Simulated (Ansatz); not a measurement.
**F2HSSn radical: how energies converge with the basis set**

An exercise on one series of results from a longer session: the logs are not shown, and one member is left open.

Method: one geometry, several basis sets; program: Ansatz 0.2.0, Gaussian basis.

Levels to be run: PBE0-D4/def2-SVP; ωB97M-V/def2-SVP; PBE0-D4/def2-QZVPP; ωB97M-V/def2-QZVPP; the functionals' def2-TZVPP values are taken from earlier runs.

## Structure used throughout

The geometry comes from an earlier relaxation with PBE0-D4 in a triple-zeta def2 set; it is a stationary point. Sn takes the def2 core potential; no spin-orbit term is included.

SMILES `[F][Sn]([F])[SH]`, 5 atoms, charge 0, spin multiplicity 2.

Atoms are counted from 1 here; the program's logs count them from 0.

Bond lengths: F1–Sn2 1.919 Å, Sn2–F3 1.923 Å, Sn2–S4 2.423 Å, S4–H5 1.346 Å. Angles: F1–Sn2–F3 103.4°, F1–Sn2–S4 106.2°, F3–Sn2–S4 107.8°, Sn2–S4–H5 90.5°.

As a file:

```xyz
5
charge 0, multiplicity 2
F    -0.17552   -1.77761    1.44455
Sn    0.26182   -0.01294    0.83191
F     1.93308   -0.26263   -0.08536
S    -1.41268    0.56056   -0.82336
H    -0.55690    1.41892   -1.40914
```

The first run:

in.yaml reads:

```yaml
crystal:
  periodic: [false, false, false]
  atoms:
    - {symbol: F, position_ang: [-0.175516, -1.777615, 1.444551]}
    - {symbol: Sn, position_ang: [0.261817, -0.012935, 0.831912]}
    - {symbol: F, position_ang: [1.933081, -0.262634, -0.085357]}
    - {symbol: S, position_ang: [-1.412682, 0.560561, -0.823363]}
    - {symbol: H, position_ang: [-0.556901, 1.418924, -1.409143]}
basis:
  gaussian: {orbitals: def2-SVP}
magnetization: {spin_polarized: true, initial_magnetization: 1}
hamiltonian: {xc: pbe0, dispersion: d4}
output: {orbitals: {seedname: orbitals}}
```

Launch:

```bash
ansatz run in.yaml --threads 4 --pin off --events-out ev --progress --plain --max-ram 10444MiB
```

Among the steps run: PBE0-D4 in def2-SVP; ωB97M-V in def2-SVP; PBE0-D4 in def2-QZVPP; ωB97M-V in def2-QZVPP.

One of the session's tables, all rows but one given; the rest of the session is left out.

It belongs to the step «Functionals by basis». 

| functional | basis | HOMO (eV) | LUMO (eV) |
| --- | --- | --- | --- |
| PBE0-D4 | def2-SVP | -7.47 | -4.67 |
| PBE0-D4 | def2-TZVPP | -7.63 | -4.81 |
| PBE0-D4 | def2-QZVPP | -7.65 | -4.83 |
| ωB97M-V | def2-SVP | ? | ? |
| ωB97M-V | def2-TZVPP | -9.63 | -3.04 |
| ωB97M-V | def2-QZVPP | -9.66 | -3.10 |

Estimate the missing values for ωB97M-V, def2-SVP.

**Answer.** HOMO (eV): -9.43; LUMO (eV): -2.83. In the column «HOMO (eV)» it lies between ωB97M-V, def2-TZVPP (-9.63) and PBE0-D4, def2-QZVPP (-7.65).
